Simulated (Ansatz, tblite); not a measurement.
# Al5Sb5 zinc blende bond disc (Al₅Sb₅H₁₈): one state, many levels

One table from this session's results is given with a row withheld; the runs are named, their logs left out.

The runs use Ansatz 0.2.0, Gaussian basis; as each input shows.

Plan: GFN1-xTB, GFN2-xTB, PBE-D4/def2-SVP, r2SCAN-D4/def2-SVP, MP2/def2-SVP, RPA/def2-SVP.

9 further runs of the same task are left out: 7 that didn't finish, 2 set aside as unsound or not needed. Runs told in other sessions of the task aren't counted.

## The structure

The geometry is that of the singlet, from an earlier relaxation (PBE-D4/def2-SVP).

28 atoms, charge 0, spin multiplicity 1.

Bond lengths: Al1–Sb6 2.722 Å, Al1–Sb8 2.738 Å, Al1–H11 1.602 Å, Al1–H12 1.602 Å, Al2–Sb7 2.739 Å, Al2–Sb8 2.723 Å, Al2–H13 1.600 Å, Al2–H14 1.601 Å, Al3–Sb6 2.722 Å, Al3–Sb10 2.738 Å, Al3–H15 1.602 Å, Al3–H16 1.602 Å, Al4–Sb9 2.739 Å, Al4–Sb10 2.722 Å, Al4–H17 1.600 Å, Al4–H18 1.601 Å, Al5–Sb6 2.668 Å, Al5–Sb7 2.705 Å and more. Angles: Sb6–Al1–Sb8 100.9°, Sb6–Al1–H11 109.1°, Sb6–Al1–H12 107.0°, Sb8–Al1–H11 107.1°, Sb8–Al1–H12 105.4°, H11–Al1–H12 124.8°, Sb7–Al2–Sb8 94.6°, Sb7–Al2–H13 108.1°, Sb7–Al2–H14 105.1°, Sb8–Al2–H13 111.4°, Sb8–Al2–H14 107.8°, H13–Al2–H14 125.4°, Sb6–Al3–Sb10 100.9°, Sb6–Al3–H15 109.1°, Sb6–Al3–H16 107.0°, Sb10–Al3–H15 107.1°, Sb10–Al3–H16 105.4°, H15–Al3–H16 124.8° and more.

Sb takes a core potential in the def2 sets. No spin-orbit coupling is included.

PBE0-D4/def2-SVP was run before; its log isn't repeated, and its numbers join the tables.

Set-up of the first run:

Tight binding, by tblite at 300 K electronic temperature and without a spin-polarisation term:

```python
tblite.interface.Calculator('GFN1-xTB', numbers, positions, charge=0, uhf=0).singlepoint()
```

Tight binding, by tblite at 300 K electronic temperature and without a spin-polarisation term:

```python
tblite.interface.Calculator('GFN2-xTB', numbers, positions, charge=0, uhf=0).singlepoint()
```

start.molden holds the orbitals of an earlier run on this state, given as this run's starting guess.

Input file in.yaml:

```yaml
crystal:
  periodic: [false, false, false]
  atoms:
    - {symbol: Al, position_ang: [-2.369224, 0.855241, 2.645996]}
    - {symbol: Al, position_ang: [-2.693654, 3.996279, -1.151380]}
    - {symbol: Al, position_ang: [0.854917, -2.373433, 2.642708]}
    - {symbol: Al, position_ang: [3.995228, -2.694613, -1.156313]}
    - {symbol: Al, position_ang: [1.132912, 1.132371, -0.242506]}
    - {symbol: Sb, position_ang: [-0.440315, -0.441206, 1.229328]}
    - {symbol: Sb, position_ang: [-0.567009, 2.437212, -1.893318]}
    - {symbol: Sb, position_ang: [-3.668304, 2.195102, 0.642455]}
    - {symbol: Sb, position_ang: [2.437933, -0.565790, -1.894518]}
    - {symbol: Sb, position_ang: [2.195131, -3.670257, 0.638011]}
    - {symbol: H, position_ang: [-3.398218, -0.221508, 3.236071]}
    - {symbol: H, position_ang: [-1.635876, 1.988220, 3.509953]}
    - {symbol: H, position_ang: [-3.664709, 4.145670, -2.413796]}
    - {symbol: H, position_ang: [-2.052970, 5.209311, -0.326124]}
    - {symbol: H, position_ang: [-0.222866, -3.402892, 3.230175]}
    - {symbol: H, position_ang: [1.987352, -1.642010, 3.508841]}
    - {symbol: H, position_ang: [4.141208, -3.664221, -2.420380]}
    - {symbol: H, position_ang: [5.210617, -2.057049, -0.331914]}
    - {symbol: H, position_ang: [2.120811, 2.121278, 0.528404]}
    - {symbol: H, position_ang: [-1.287479, -1.285933, -0.006510]}
    - {symbol: H, position_ang: [-1.184730, 1.170703, -2.871243]}
    - {symbol: H, position_ang: [0.353200, 3.186178, -3.135768]}
    - {symbol: H, position_ang: [-4.499558, 1.024178, -0.296539]}
    - {symbol: H, position_ang: [-5.079755, 2.924790, 1.294382]}
    - {symbol: H, position_ang: [1.172157, -1.179396, -2.875898]}
    - {symbol: H, position_ang: [3.189773, 0.357000, -3.133174]}
    - {symbol: H, position_ang: [1.024165, -4.503336, -0.299374]}
    - {symbol: H, position_ang: [2.926562, -5.080688, 1.290231]}
basis:
  gaussian: {orbitals: def2-SVP, initial_orbitals: start.molden}
hamiltonian: {xc: pbe, dispersion: d4}
scf: {omitted_lower_state_checks: [starts]}
output: {orbitals: {seedname: orbitals}}
```

Launch:

```
ansatz run in.yaml --threads 4 --pin off --events-out ev --progress --plain --max-ram 6963MiB
```

Steps of the session up to this table: PBE-D4/def2-SVP; r2SCAN-D4/def2-SVP; MP2/def2-SVP; RPA/def2-SVP.

One table of the session follows, with a row left open; its other results are not shown here.

It belongs to the step «Binding energy». 

```
             level  binding an atom (eV)
       HF/def2-SVP                 1.673
   PBE-D4/def2-SVP                 2.415
r2SCAN-D4/def2-SVP                 2.427
  PBE0-D4/def2-SVP                     ?
      MP2/def2-SVP                 2.173
```

**Question.** Estimate the row for PBE0-D4/def2-SVP.

The run gave: binding an atom (eV): 2.401. In the column «binding an atom (eV)» it lies between MP2/def2-SVP (2.173) and PBE-D4/def2-SVP (2.415).

Limits of these values: Free atoms were run apart at each level; binding is atoms less cluster, divided by the number of atoms, without zero-point or spin-orbit terms.
